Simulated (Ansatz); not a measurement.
# Pd3F7: the cost of one run

Computed with Ansatz 0.2.0 (DFT PBE, scalar-relativistic, plane waves, PAW, unless a step's input says otherwise).

1 further run of the same task is left out (set aside as unsound or not needed).

## 1. The system as given

The structure is orthorhombic, space group Cmmm (No. 65). The conventional cell has a = 5.842 Å, b = 13.603 Å, c = 4.057 Å, α = 90.00°, β = 90.00°, γ = 90.00°. Pd (site symmetry mmm) has 6 F at 2.02 to 2.03 Å as nearest neighbours. Pd (site symmetry 2/m) is surrounded by 4 F at 2.00 to 2.03 Å. F (site symmetry mmm) is surrounded by 2 Pd at 2.03 Å. F (site symmetry m) is surrounded by 2 Pd at 2.00 to 2.02 Å. F (site symmetry 2/m) has 2 Pd at 2.03 Å as nearest neighbours.

As a file:

```cif
data_structure
_symmetry_space_group_name_H-M 'P 1'
_symmetry_Int_Tables_number 1
_cell_length_a 7.4020
_cell_length_b 7.4020
_cell_length_c 4.0568
_cell_angle_alpha 90.000
_cell_angle_beta 90.000
_cell_angle_gamma 133.518
_cell_volume 161.18
loop_
_atom_site_label
_atom_site_type_symbol
_atom_site_fract_x
_atom_site_fract_y
_atom_site_fract_z
_atom_site_occupancy
Pd1 Pd 0.00000 0.00000 0.00000 1
Pd2 Pd 0.50000 0.00000 0.00000 1
Pd3 Pd 0.00000 0.50000 0.00000 1
F1 F 0.00000 0.00000 0.50000 1
F2 F 0.35223 0.14627 0.00000 1
F3 F 0.64777 0.85373 0.00000 1
F4 F 0.14627 0.35223 0.00000 1
F5 F 0.85373 0.64777 0.00000 1
F6 F 0.50000 0.00000 0.50000 1
F7 F 0.00000 0.50000 0.50000 1
```

The start is the relaxed end of an invented cell (made as: 4-, 6-connected net, bridging atoms on its edges, bridges bent (Cmmm, No. 65)), taken up again for a closer look.

## 2. The guess as it stands, on a coarse mesh

input.yaml

```yaml
crystal:
  lattice:
    - [2.9208291, -6.8013081, 0.0]
    - [2.9208291, 6.8013081, 0.0]
    - [0.0, 0.0, 4.0568011]
  atoms:
    - { symbol: Pd, position: [0.0, 0.0, 0.0] }
    - { symbol: Pd, position: [0.5, 0.0, 0.0] }
    - { symbol: Pd, position: [0.0, 0.5, 0.0] }
    - { symbol: F, position: [0.0, 0.0, 0.5] }
    - { symbol: F, position: [0.352232, 0.14627, 0.0] }
    - { symbol: F, position: [0.647768, 0.85373, 0.0] }
    - { symbol: F, position: [0.14627, 0.352232, 0.0] }
    - { symbol: F, position: [0.85373, 0.647768, 0.0] }
    - { symbol: F, position: [0.5, 0.0, 0.5] }
    - { symbol: F, position: [0.0, 0.5, 0.5] }
basis:
  ecutwfc: 420
kpoints:
  mp_grid: { grid: [4, 4, 4] }
hamiltonian:
  xc: pbe
scf:
  occupations: { method: gaussian, width: 0.1 }
  lower_state_search: "off"
output:
  forces: true
  stress: true
  eigenvalues: true
```

Command:

```console
$ ansatz run input.yaml --threads 4 --pin off --max-ram 8192MiB --backend cpu --events-out ev --progress --plain --runs-dir out
```

Q: Estimate wall time and peak memory on 4 threads of Arm Neoverse V1, shared host.

About 3.4 s, with a peak of 0.6 GiB.
